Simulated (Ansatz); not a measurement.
# CH₅FGeOSi: a ladder of functionals and wavefunction methods

One table from this session's results is given with a row withheld; the runs are named, their logs left out.

Program: Ansatz 0.2.0, Gaussian basis. Level of theory: functionals in def2-TZVPP, the program's frozen cores in correlated methods. These are calculated values, not measurements.

The runs, in order: PBE-D4, r2SCAN-D4, PBE0-D4, B3LYP-D4, ωB97X-V, ωB97M-V, B2PLYP; CCSD(T)/def2-TZVPP; MP2/def2-QZVPP; extrapolation to the limit.

## The geometry

The geometry comes from an earlier relaxation with PBE0-D4 in a triple-zeta def2 set; it is a stationary point, not always the lowest conformer.

SMILES `[OH][Ge]1([F])[CH2][SiH2]1`, 10 atoms, charge 0, spin multiplicity 1.

Atoms are counted from 1 here; the program's logs count them from 0.

Bond lengths: O1–Ge2 1.763 Å, O1–H6 0.961 Å, Ge2–F3 1.739 Å, Ge2–C4 1.958 Å, Ge2–Si5 2.297 Å, C4–Si5 1.921 Å, C4–H7 1.089 Å, C4–H8 1.089 Å, Si5–H9 1.483 Å, Si5–H10 1.482 Å. Angles: Ge2–O1–H6 112.5°, O1–Ge2–F3 107.6°, O1–Ge2–C4 115.2°, O1–Ge2–Si5 129.0°, F3–Ge2–C4 114.8°, F3–Ge2–Si5 122.4°, C4–Ge2–Si5 52.9°, Ge2–C4–Si5 72.6°, Ge2–C4–H7 117.0°, Ge2–C4–H8 117.4°, Si5–C4–H7 116.1°, Si5–C4–H8 117.1°, H7–C4–H8 111.7°, Ge2–Si5–C4 54.4°, Ge2–Si5–H9 121.3°, Ge2–Si5–H10 121.9°, C4–Si5–H9 117.1°, C4–Si5–H10 117.1° and more.

As a file:

```xyz
10
charge 0, multiplicity 1
O    -1.60237   -0.42546    1.68528
Ge   -0.02367   -0.28147    0.91373
F     1.11395   -1.18799    1.86758
C     0.00730   -0.68335   -1.00184
Si    0.63295    1.11952   -0.78390
H    -1.65101    0.05332    2.51698
H     0.74478   -1.40857   -1.34254
H    -0.95051   -0.81847   -1.50185
H    -0.25121    2.20434   -1.27347
H     2.06288    1.37713   -1.07708
```

Set-up of the first run:

The input, in.yaml:

```yaml
crystal:
  periodic: [false, false, false]
  atoms:
    - {symbol: O, position_ang: [-1.602367, -0.425464, 1.685284]}
    - {symbol: Ge, position_ang: [-0.023671, -0.281465, 0.913734]}
    - {symbol: F, position_ang: [1.113952, -1.187991, 1.867579]}
    - {symbol: C, position_ang: [0.007297, -0.683353, -1.001840]}
    - {symbol: Si, position_ang: [0.632949, 1.119518, -0.783904]}
    - {symbol: H, position_ang: [-1.651013, 0.053324, 2.516979]}
    - {symbol: H, position_ang: [0.744784, -1.408570, -1.342541]}
    - {symbol: H, position_ang: [-0.950511, -0.818472, -1.501851]}
    - {symbol: H, position_ang: [-0.251205, 2.204338, -1.273467]}
    - {symbol: H, position_ang: [2.062884, 1.377135, -1.077075]}
basis:
  gaussian: {orbitals: def2-TZVPP}
hamiltonian: {xc: pbe, dispersion: d4}
output: {forces: true, orbitals: {seedname: orbitals}}
```

Run with:

```console
> ansatz run in.yaml --threads 4 --pin off --events-out ev --progress --plain --max-ram 10444MiB
```

Steps of the session up to this table: PBE-D4 (GGA); r2SCAN-D4 (meta-GGA); PBE0-D4 (hybrid); B3LYP-D4 (hybrid); ωB97X-V (range-separated); ωB97M-V (range-separated); B2PLYP (double hybrid); CCSD(T) in def2-TZVPP; MP2 in def2-QZVPP.

One table of the session follows, with a row left open; its other results are not shown here.

```
            method  atomisation energy (eV)
            PBE-D4                   36.031
         r2SCAN-D4                   35.646
           PBE0-D4                   35.239
          B3LYP-D4                   35.159
           ωB97X-V                   35.666
           ωB97M-V                   35.397
            B2PLYP                   34.956
     HF/def2-TZVPP                   24.813
    MP2/def2-TZVPP                   35.388
   CCSD/def2-TZVPP                   34.023
CCSD(T)/def2-TZVPP                   34.661
           MP2/CBS                        ?
       CCSD(T)/CBS                   35.637
```

Q: Estimate the row for MP2/CBS from the others.

The run gave: atomisation energy (eV): 36.364. In the column «atomisation energy (eV)» it is the highest.

Caveats from the session: Free atoms (1 O, 1 Ge, 1 F, 1 C, 1 Si, 5 H) were run apart at each level; the atomisation energy is their sum less the molecule, without zero-point or spin-orbit terms.
